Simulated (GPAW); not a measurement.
Crystal: NiMoIrPdW.

```xyz
5
Lattice="4.1467 0.0000 0.0000 -2.0734 3.5911 0.0000 0.0000 0.0000 5.4163" Properties=species:S:1:pos:R:3 pbc="T T T"
Ni    0.0000    0.0000    0.1203
Mo    2.0734    1.1970    2.4913
Pd    0.0000    2.3941    4.0406
Ir    0.0000    2.3941    1.3888
W     2.0734    1.1970    5.4155
```

The cell was built by a generator and needn't be a form met in nature.

Base run:

- Program: GPAW 26.7.0
- Functional: RPBE
- Potentials or basis: the program's PAW data sets (release 1.2.1) made for this functional
- Cutoff: 600 eV
- Basis: pw
- k mesh: 5 × 5 × 4
- Occupations: fermi-dirac, width 0.05 eV
- Spin: collinear spin, ferromagnetic start
- Starting moments: [1.0, 1.0, 0.0, 0.6, 0.0] μB

Its results: pressure 4.4 GPa; net moment 0.00 μB per cell; largest force 0.126 eV/Å.

Question: The run is repeated on the same cell with these changes: functional from RPBE to revPBE. What comes out?

Answer: Pressure 3.3 GPa; net moment 0.00 μB per cell; largest force 0.122 eV/Å.

Caveats: the stock nickel data set gives pressures a few GPa off other programs.
